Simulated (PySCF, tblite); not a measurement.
# C8H9NO: geometry, infrared bands and NMR shifts

Wanted: the infrared bands and NMR shifts of C8H9NO (`[H]/N=C/c1ccc(OC)cc1`), by calculation.

Programs: tblite 0.8.0 and PySCF 2.14.0, with density-fitted response routines of our own. Each step states its level of theory. These are calculated values for one molecule in the gas phase, unless marked as measured. Atoms are numbered from 0 throughout.

**1. The molecule as given**

19 atoms, charge 0, multiplicity 1; geometry from: force field or distance geometry start.

Bonds of the start (Å): C0–O1 1.41, O1–C2 1.36, C2–C3 1.38, C3–C4 1.38, C4–C5 1.41, C5–C6 1.46, C6–N7 1.29, C5–C8 1.39, C8–C9 1.38, C9–C2 1.40, C0–H10 1.12, C0–H11 1.12, C0–H12 1.10, C3–H13 1.08, C4–H14 1.09, C6–H15 1.08, N7–H16 1.06, C8–H17 1.09, C9–H18 1.08.

**2. Geometry optimisation with GFN2-xTB**

Job settings and geometry (Å):

```
{"job": {"kind": "relax", "xc": "GFN2-xTB", "basis": "xTB"}, "charge": 0, "multiplicity": 1}
C      3.510400     0.189400     0.045400
O      2.457100    -0.405100    -0.670800
C      1.128500    -0.273000    -0.406000
C      0.584100     0.510000     0.591400
C     -0.779900     0.583700     0.787400
C     -1.651400    -0.118100    -0.067700
C     -3.092000     0.007700     0.165400
N     -3.458200     0.757300     1.143600
C     -1.123400    -0.901700    -1.083900
C      0.241300    -0.967400    -1.242000
H      4.123100    -0.638900     0.479400
H      4.170100     0.751200    -0.660300
H      3.202200     0.858500     0.865800
H      1.227400     1.057600     1.268100
H     -1.158300     1.214500     1.590200
H     -3.827800    -0.508100    -0.431000
H     -4.470100     0.920700     1.406900
H     -1.766100    -1.465000    -1.762600
H      0.673300    -1.564100    -2.026900
```

Launch:

```sh
$ OMP_NUM_THREADS=1 python probes_run.py task.json out
```

The driver reads the jobs from task.json and runs them one after another.

**Question.** This job is followed by: GFN2-xTB harmonic vibrations, gas phase; GIAO PBE0/pcSseg-1 NMR shielding, non-relativistic, gas phase. What will the session give for the following? strongest single infrared mode (GFN2-xTB); zero-point energy (GFN2-xTB); 13C shifts against TMS (PBE0/pcSseg-1, means over atoms taken as alike); 1H shifts against TMS (PBE0/pcSseg-1, means over atoms taken as alike); 17O shifts against H2O (PBE0/pcSseg-1); 15N shifts against NH3 (PBE0/pcSseg-1).

**Answer**, as computed:

| quantity | value |
| --- | --- |
| strongest single infrared mode (GFN2-xTB) | 1595 cm⁻¹, 277 km/mol |
| zero-point energy (GFN2-xTB) | 93.8 kcal/mol |
| 13C shifts against TMS (PBE0/pcSseg-1, means over atoms taken as alike) | 170.8, 169.6, 136.6, 135.0, 117.7, 56.0 ppm |
| 1H shifts against TMS (PBE0/pcSseg-1, means over atoms taken as alike) | 10.89, 8.76, 8.27, 7.09, 3.98 ppm |
| 17O shifts against H2O (PBE0/pcSseg-1) | 112.4 ppm |
| 15N shifts against NH3 (PBE0/pcSseg-1) | 343.5 ppm |

**Reading.** Over 111 steps the energy fell by 0.379 eV; of the close pairs, N7–H16 changed most, 1.058 to 1.017 Å. All 51 modes are real, so the xTB geometry is a minimum. The strongest single mode, at 1595 cm⁻¹, has its largest shares on C8, C9, C3 and C4 (the list is cut at 4 atoms). GFN2-xTB is a fitted tight-binding method: band positions and strengths are rough. Its intensities can rank the bands wrongly. At PBE0/pcSseg-1: Shielding is most anisotropic at N7 (span 657 ppm, paramagnetic term -394 ppm). NICS(1)zz of -25 ppm above the planar ring from C2 marks a diatropic (aromatic) ring current.
